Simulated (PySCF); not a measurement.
# C₄H₄FNSe₂: magnetic properties

Aim: compute the magnetic properties of C₄H₄FNSe₂ (`Cc1[se]nc(F)c1[SeH]`).

Computed with PySCF 2.14.0 and routines of our own; the level stands in each step. Atoms count from 0.

## 1. The starting structure

12 atoms, charge 0, multiplicity 1; geometry from: GFN2-xTB.

## 2. Magnetic properties: GIAO HF/pcSseg-1

What the job is given:

```
{"job": {"kind": "mag", "xc": "HF", "basis": "pcSseg-1", "isotopologues": 2}, "charge": 0, "multiplicity": 1}
C     -1.730138    -0.399271    -0.084621
C     -0.250070    -0.540217    -0.038632
Se     0.610984    -2.209975    -0.137466
N      2.190355    -1.407410    -0.028848
C      2.018586    -0.132949     0.061452
F      3.068362     0.680112     0.159999
C      0.710157     0.428225     0.059591
Se     0.579964     2.321183     0.189113
H     -2.024415     0.614585     0.187684
H     -2.102296    -0.609869    -1.087703
H     -2.203328    -1.097180     0.604413
H     -0.866962     2.352079     0.088992
```

With the program's defaults for keys left out, this is: GIAO HF/pcSseg-1 magnetisability, rotational g tensor and spin-rotation constants, non-relativistic, gas phase.

Command:

```sh
OMP_NUM_THREADS=1 python excited_run.py task.json out
```

The driver reads the jobs from task.json and runs them one after another.

The program printed:

```text
final grid: 115064 points
cycle   1  E = -5106.5536989400  dE =  7.711e-02  |g| = 8.756e-01  |ddm| = 3.904e+00
cycle   2  E = -5106.6605308340  dE = -1.068e-01  |g| = 5.006e-01  |ddm| = 1.042e+00
cycle   3  E = -5106.7080124210  dE = -4.748e-02  |g| = 1.202e-01  |ddm| = 5.218e-01
cycle   4  E = -5106.7122497747  dE = -4.237e-03  |g| = 4.756e-02  |ddm| = 1.745e-01
cycle   5  E = -5106.7129317590  dE = -6.820e-04  |g| = 1.217e-02  |ddm| = 7.532e-02
cycle   6  E = -5106.7130181119  dE = -8.635e-05  |g| = 5.770e-03  |ddm| = 2.523e-02
cycle   7  E = -5106.7130379029  dE = -1.979e-05  |g| = 2.254e-03  |ddm| = 1.150e-02
cycle   8  E = -5106.7130435250  dE = -5.622e-06  |g| = 9.446e-04  |ddm| = 6.916e-03
cycle   9  E = -5106.7130443704  dE = -8.454e-07  |g| = 3.470e-04  |ddm| = 2.747e-03
cycle  10  E = -5106.7130445063  dE = -1.359e-07  |g| = 1.951e-04  |ddm| = 1.101e-03
cycle  11  E = -5106.7130445343  dE = -2.799e-08  |g| = 6.212e-05  |ddm| = 5.076e-04
cycle  12  E = -5106.7130445386  dE = -4.301e-09  |g| = 3.132e-05  |ddm| = 1.959e-04
cycle  13  E = -5106.7130445393  dE = -7.603e-10  |g| = 1.445e-05  |ddm| = 8.765e-05
converged SCF energy = -5106.7130445393

Magnetisability tensor (1e-30 J/T^2)
    -1545.75       62.96       20.15
       62.96    -1547.79       45.01
       20.15       45.01    -2105.20
isotropic -1732.91   principal values   -2109.22  -1609.11  -1480.41
isotropic susceptibility -104.358 1e-6 cm^3/mol

Inertial axes            a          b          c
rot. const./GHz      1.8772     0.5749     0.4413
chi total           -92.856    -93.202   -127.018
chi diamagnetic    -747.705  -1750.370  -2352.721
chi paramagnetic    654.849   1657.168   2225.703
quadrupole/D A        1.836      2.252     -4.088
g nuclear            0.5462     0.4380     0.4619
g electronic        -0.5775    -0.4476    -0.4615
g total             -0.0313    -0.0096     0.0004

Spin-rotation constants (kHz, H = +C I.J)
atom  isotope        aa         bb         cc
  3    14N        0.394      0.130      0.015
  5    19F        2.963      0.614      0.259
  8     1H        0.022     -0.051     -0.049
  9     1H       -0.191     -0.047     -0.003
 10     1H       -0.120     -0.044     -0.021
 11     1H       -0.218      0.023     -0.053
  0    13C*       0.271      0.071      0.053
  1    13C*       0.873      0.324      0.065
  2   77Se*       5.668      1.107      0.917
  4    13C*       0.530      0.305      0.118
  6    13C*       0.658      0.193      0.065
  7   77Se*       2.058      0.934      0.541
* in the singly substituted isotopologue

Isotopologues: g along a, b, c
2H    at 8,9,10,11         -0.0286    -0.0095     0.0003
13C   at 0                 -0.0307    -0.0096     0.0004
```

Wall time 16 s (1 thread of AMD EPYC 9R45, shared host); peak memory 0.99 GiB.

In short:

```tsv
quantity	value
magnetisability	-1733·10⁻³⁰ J/T²
molar susceptibility	-104.4·10⁻⁶ cm³/mol
rotational g (a, b, c)	-0.0313, -0.0096, 0.0004
```

## 3. Magnetic properties: common gauge origin PW91/6-31G*

The job, as its differences from that of step 2:

```diff
@@ -1,2 +1,2 @@
-{"job": {"kind": "mag", "xc": "HF", "basis": "pcSseg-1", "isotopologues": 2}, "charge": 0, "multiplicity": 1}
+{"job": {"kind": "mag", "xc": "PW91", "basis": "6-31G*", "gauge": [0, 0, 0], "scf": {"level_shift": 0.3}}, "charge": 0, "multiplicity": 1}
 C     -1.730138    -0.399271    -0.084621
```

With the program's defaults for keys left out, this is: common gauge origin PW91/6-31G* magnetisability, rotational g tensor and spin-rotation constants, non-relativistic, gas phase.

The program printed:

```text
final grid: 115064 points
cycle   1  E = -5111.9707545860  dE = -4.260e-01  |g| = 7.365e-01  |ddm| = 3.939e+00
cycle   2  E = -5111.9695729820  dE =  1.182e-03  |g| = 8.571e-01  |ddm| = 1.307e+00
cycle   3  E = -5112.0884143941  dE = -1.188e-01  |g| = 2.186e-01  |ddm| = 4.457e-01
cycle   4  E = -5112.0989777745  dE = -1.056e-02  |g| = 5.895e-02  |ddm| = 1.996e-01
cycle   5  E = -5112.0996147669  dE = -6.370e-04  |g| = 1.662e-02  |ddm| = 5.905e-02
cycle   6  E = -5112.0996884993  dE = -7.373e-05  |g| = 5.562e-03  |ddm| = 2.061e-02
cycle   7  E = -5112.0996950589  dE = -6.560e-06  |g| = 3.024e-03  |ddm| = 7.300e-03
cycle   8  E = -5112.0996971209  dE = -2.062e-06  |g| = 1.042e-03  |ddm| = 3.233e-03
cycle   9  E = -5112.0996973854  dE = -2.646e-07  |g| = 3.809e-04  |ddm| = 1.271e-03
cycle  10  E = -5112.0996974345  dE = -4.907e-08  |g| = 9.978e-05  |ddm| = 6.026e-04
cycle  11  E = -5112.0996974432  dE = -8.698e-09  |g| = 4.891e-05  |ddm| = 2.795e-04
cycle  12  E = -5112.0996974458  dE = -2.625e-09  |g| = 3.318e-05  |ddm| = 1.476e-04
cycle  13  E = -5112.0996974468  dE = -9.986e-10  |g| = 1.746e-05  |ddm| = 8.397e-05
level shift removed, Fock matrix diagonalised once more
converged SCF energy = -5112.0996974468

Magnetisability tensor (1e-30 J/T^2)
   -21260.03      -49.20      105.56
      -49.20    -5332.74     1391.75
      105.56     1391.75   -24481.38
isotropic -17024.72   principal values  -24585.56 -21256.58  -5232.01
isotropic susceptibility -1025.252 1e-6 cm^3/mol

Inertial axes            a          b          c
rot. const./GHz      1.8772     0.5749     0.4413
chi total          -315.484  -1279.697  -1480.577
chi diamagnetic    -742.022  -1745.426  -2347.101
chi paramagnetic    426.538    465.729    866.524
quadrupole/D A        1.382      3.053     -4.435
g nuclear            0.5462     0.4380     0.4619
g electronic        -0.3762    -0.1258    -0.1797
g total              0.1700     0.3122     0.2822

Spin-rotation constants (kHz, H = +C I.J)
atom  isotope        aa         bb         cc
  3    14N        0.311      0.069     -0.013
  5    19F        3.964      0.492      0.272
  8     1H        0.410     -0.413     -0.237
  9     1H        0.272     -0.267     -0.078
 10     1H        0.363     -0.223     -0.054
 11     1H        0.180     -0.096     -0.044
  0    13C*       0.235     -0.042     -0.026
  1    13C*       0.586      0.004     -0.160
  2   77Se*       5.364      1.046      0.805
  4    13C*       0.277      0.050     -0.078
  6    13C*       0.439     -0.142     -0.208
  7   77Se*       2.653      0.893      0.444
* in the singly substituted isotopologue
```

Wall time 20 s (1 thread of AMD EPYC 9R45, shared host); peak memory 0.67 GiB.

It converged, yet the result is unsound: a common gauge origin replaces GIAOs, so the magnetic properties depend on where the origin lies.

## 4. Outcome

```
                                         quantity                               value
       magnetisability (step 2, GIAO HF/pcSseg-1)                    -1733·10⁻³⁰ J/T²
  molar susceptibility (step 2, GIAO HF/pcSseg-1)                 -104.4·10⁻⁶ cm³/mol
rotational g (a, b, c) (step 2, GIAO HF/pcSseg-1)            -0.0313, -0.0096, 0.0004
                                             runs  0 failed, 1 ended on unsound input
```

Steps that list no spin-orbit terms leave them out, which matters at and beside the heavy atoms. Vibrational averaging and real surroundings are missing from these values.
